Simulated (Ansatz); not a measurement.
# AsAu: the cost of one run

Program: Ansatz 0.2.0. Level of theory: DFT PBE, scalar-relativistic, plane waves, PAW. These are calculated values, not measurements.

## (1) The system as given

Symmetry: P2_13, No. 198, cubic system. The conventional cell has a = 5.250 Å, b = 5.250 Å, c = 5.250 Å, α = 90.00°, β = 90.00°, γ = 90.00°. Around As (site symmetry 3) lie 7 Au at 2.63 to 2.95 Å. Au (site symmetry 3) is surrounded by 7 As at 2.63 to 2.95 Å.

As a file:

```xyz
8
Lattice="5.2501 0.0000 0.0000 0.0000 5.2501 0.0000 0.0000 0.0000 5.2501" Properties=species:S:1:pos:R:3 pbc="T T T"
As    0.7035    0.7035    0.7035
As    1.9215    4.5466    3.3285
As    3.3285    1.9215    4.5466
As    4.5466    3.3285    1.9215
Au    4.4337    4.4337    4.4337
Au    3.4414    0.8164    1.8086
Au    1.8086    3.4414    0.8164
Au    0.8164    1.8086    3.4414
```

This is candidate A: FeSi (B20) type (P2_13, No. 198).

(A quick probe on a coarse mesh, which set the mesh and smearing, is not shown.)

## (3) Coarse relaxation (candidate A)

The input, input.yaml:

```yaml
crystal:
  lattice:
    - [5.2500712079, 0.0, 0.0]
    - [0.0, 5.2500712079, 0.0]
    - [0.0, 0.0, 5.2500712079]
  atoms:
    - { symbol: As, position: [0.134, 0.134, 0.134] }
    - { symbol: As, position: [0.366, 0.866, 0.634] }
    - { symbol: As, position: [0.634, 0.366, 0.866] }
    - { symbol: As, position: [0.866, 0.634, 0.366] }
    - { symbol: Au, position: [0.8445, 0.8445, 0.8445] }
    - { symbol: Au, position: [0.6555, 0.1555, 0.3445] }
    - { symbol: Au, position: [0.3445, 0.6555, 0.1555] }
    - { symbol: Au, position: [0.1555, 0.3445, 0.6555] }
basis:
  ecutwfc: 420
kpoints:
  mp_grid: { grid: [4, 4, 4] }
hamiltonian:
  xc: pbe
scf:
  occupations: { method: gaussian, width: 0.1 }
  lower_state_search: "off"
output:
  forces: true
  stress: true
  eigenvalues: true
relax:
  adjacent_minimum: "off"
  f_tol: 0.04
  max_steps: 70
  cell: { stress_tol: 0.4 }
```

Started as:

```
> ansatz run input.yaml --threads 1 --pin off --max-ram 2560MiB --backend cpu --events-out ev --progress --plain --runs-dir out
```

**Question.** How long does this run take on 1 thread of Intel Xeon 6975P-C (Granite Rapids), shared host, and how much memory does it need?

About 83 s, with a peak of 0.51 GiB.
